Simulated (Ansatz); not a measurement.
**CH₉BClNSi₂: how energies converge with the basis set**

One table from this session's results is given with a row withheld; the runs are named, their logs left out.

Method: one geometry, several basis sets; program: Ansatz 0.2.0, Gaussian basis.

The runs, in order: PBE0-D4/def2-SVP; ωB97M-V/def2-SVP; PBE0-D4/def2-QZVPP; ωB97M-V/def2-QZVPP; the functionals' def2-TZVPP values are taken from earlier runs.

**The relaxed structure**

The geometry comes from an earlier relaxation with PBE0-D4 in a triple-zeta def2 set; it is a stationary point, not always the lowest conformer.

15 atoms, charge 0, spin multiplicity 1.

Atoms are counted from 1 here; the program's logs count them from 0.

Bond lengths: C1–B2 1.562 Å, C1–H7 1.095 Å, C1–H8 1.089 Å, C1–H9 1.094 Å, B2–Cl3 1.799 Å, B2–N4 1.411 Å, N4–Si5 1.765 Å, N4–Si6 1.754 Å, Si5–H10 1.489 Å, Si5–H11 1.481 Å, Si5–H12 1.480 Å, Si6–H13 1.485 Å, Si6–H14 1.480 Å, Si6–H15 1.485 Å. Angles: B2–C1–H7 109.4°, B2–C1–H8 114.9°, B2–C1–H9 109.6°, H7–C1–H8 108.3°, H7–C1–H9 105.7°, H8–C1–H9 108.5°, C1–B2–Cl3 115.5°, C1–B2–N4 128.4°, Cl3–B2–N4 116.1°, B2–N4–Si5 119.5°, B2–N4–Si6 125.8°, Si5–N4–Si6 114.6°, N4–Si5–H10 104.4°, N4–Si5–H11 111.8°, N4–Si5–H12 111.8°, H10–Si5–H11 108.7°, H10–Si5–H12 108.7°, H11–Si5–H12 111.1° and more.

The first run:

in.yaml

```yaml
crystal:
  periodic: [false, false, false]
  atoms:
    - {symbol: C, position_ang: [-1.862802, -1.196847, 0.616113]}
    - {symbol: B, position_ang: [-0.670509, -0.224814, 0.888395]}
    - {symbol: Cl, position_ang: [-0.541228, 0.388907, 2.574712]}
    - {symbol: N, position_ang: [0.315123, 0.229310, -0.013910]}
    - {symbol: Si, position_ang: [1.556624, 1.352327, 0.546336]}
    - {symbol: Si, position_ang: [0.446540, -0.222873, -1.703503]}
    - {symbol: H, position_ang: [-1.764526, -2.081067, 1.254020]}
    - {symbol: H, position_ang: [-1.956742, -1.529595, -0.416618]}
    - {symbol: H, position_ang: [-2.801182, -0.719501, 0.913698]}
    - {symbol: H, position_ang: [2.385913, 1.618749, -0.661787]}
    - {symbol: H, position_ang: [2.415919, 0.747175, 1.589256]}
    - {symbol: H, position_ang: [0.971250, 2.629947, 1.011951]}
    - {symbol: H, position_ang: [0.311575, 0.985419, -2.555989]}
    - {symbol: H, position_ang: [-0.607028, -1.197965, -2.064655]}
    - {symbol: H, position_ang: [1.779172, -0.829772, -1.948720]}
basis:
  gaussian: {orbitals: def2-SVP}
hamiltonian: {xc: pbe0, dispersion: d4}
output: {orbitals: {seedname: orbitals}}
```

Among the steps run: PBE0-D4 in def2-SVP; ωB97M-V in def2-SVP; PBE0-D4 in def2-QZVPP; ωB97M-V in def2-QZVPP.

One table of the session follows, with a row left open; its other results are not shown here.

It belongs to the step «Functionals by basis». 

```
functional       basis  HOMO (eV)  LUMO (eV)
   PBE0-D4    def2-SVP      -8.21       0.09
   PBE0-D4  def2-TZVPP      -8.30      -0.14
   PBE0-D4  def2-QZVPP      -8.31      -0.19
   ωB97M-V    def2-SVP          ?          ?
   ωB97M-V  def2-TZVPP     -10.54       1.51
   ωB97M-V  def2-QZVPP     -10.55       1.19
```

Q: Estimate the row for ωB97M-V, def2-SVP from the others.

The run gave: HOMO (eV): -10.40; LUMO (eV): 2.15. In the column «HOMO (eV)» it lies between ωB97M-V, def2-TZVPP (-10.54) and PBE0-D4, def2-QZVPP (-8.31).
